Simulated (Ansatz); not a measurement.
This script drives Ansatz's Python interface.

`c2h5bo2_torsion.py`
```python
"""Energy of C2H5BO2 as one group turns about a bond."""

import warnings

import ansatz
from ase import Atoms

BASIS = "def2-SVP"
FUNCTIONAL = "hf"
FMAX = 0.02

warnings.simplefilter("ignore", ansatz.DeckWarning)

atoms = Atoms(["B", "C", "O", "O", "C", "H", "H", "H", "H", "H"], positions=[
    [-0.992, 0.0798, -1.8467],
    [0.0285, 0.0981, -0.7295],
    [1.2112, 0.2961, -1.0305],
    [-0.2899, -0.124, 0.5864],
    [0.5611, -0.1777, 1.6541],
    [-2.1787, -0.0399, -1.5993],
    [-0.6939, 0.325, -2.9747],
    [1.1172, 0.8241, 1.7542],
    [0.0132, -0.3556, 2.6559],
    [1.3063, -0.9769, 1.5329],
])

# relax first, so that the scan starts from a minimum
first = (
    ansatz.Crystal.molecule_from_ase(atoms).calculation()
    .basis(gaussian=BASIS)
    .functional(FUNCTIONAL)
    .relax(force_tolerance=FMAX, max_steps=80)
)
atoms.positions = first.run(threads=1, backend="cpu").report["positions_ang"]

start = atoms.get_dihedral(0, 1, 3, 4)
energies = {}
for turn in range(0, 360, 40):
    turned = atoms.copy()
    turned.set_dihedral(0, 1, 3, 4, start + turn, indices=[3, 4, 7, 8, 9])
    model = ansatz.Crystal.molecule_from_ase(turned).calculation()
    model = model.basis(gaussian=BASIS)
    model = model.functional(FUNCTIONAL)
    energies[round((start + turn) % 360)] = model.run(threads=1, backend="cpu").report["free_energy_ev"]
floor = min(energies.values())
print("dihedral B0-C1-O3-C4 (deg)   E - E(min) (kJ/mol)")
for angle, e in sorted(energies.items()):
    print(f"{angle:8d} {96.485332 * (e - floor):14.3f}  " + "#" * int(30 * (e - floor) / max(max(energies.values()) - floor, 1e-9)))
```

It is started by `python c2h5bo2_torsion.py`. Estimate its wall time and peak memory on 1 thread of Arm Neoverse N1, on a shared host.

It took about 34 s, with a peak of 0.24 GiB, for 10 runs of the engine.

```console
$ python c2h5bo2_torsion.py
dihedral B0-C1-O3-C4 (deg)   E - E(min) (kJ/mol)
      20         72.037  #############################
      60         58.186  ########################
     100         55.535  #######################
     140         24.835  ##########
     180          0.000
     220         24.278  ##########
     260         55.287  #######################
     300         58.143  ########################
     340         72.070  ##############################
```

These settings explore the input space; basis and method may be short of convergence. The scan is rigid and the energies are electronic, in a modest basis. With rigid groups the curve can differ much from the relaxed path, the start wasn't checked as a minimum of this torsion, and equivalent turns needn't return to the same energy.

(Lines on the test bed's own set-up are left out of the output.)
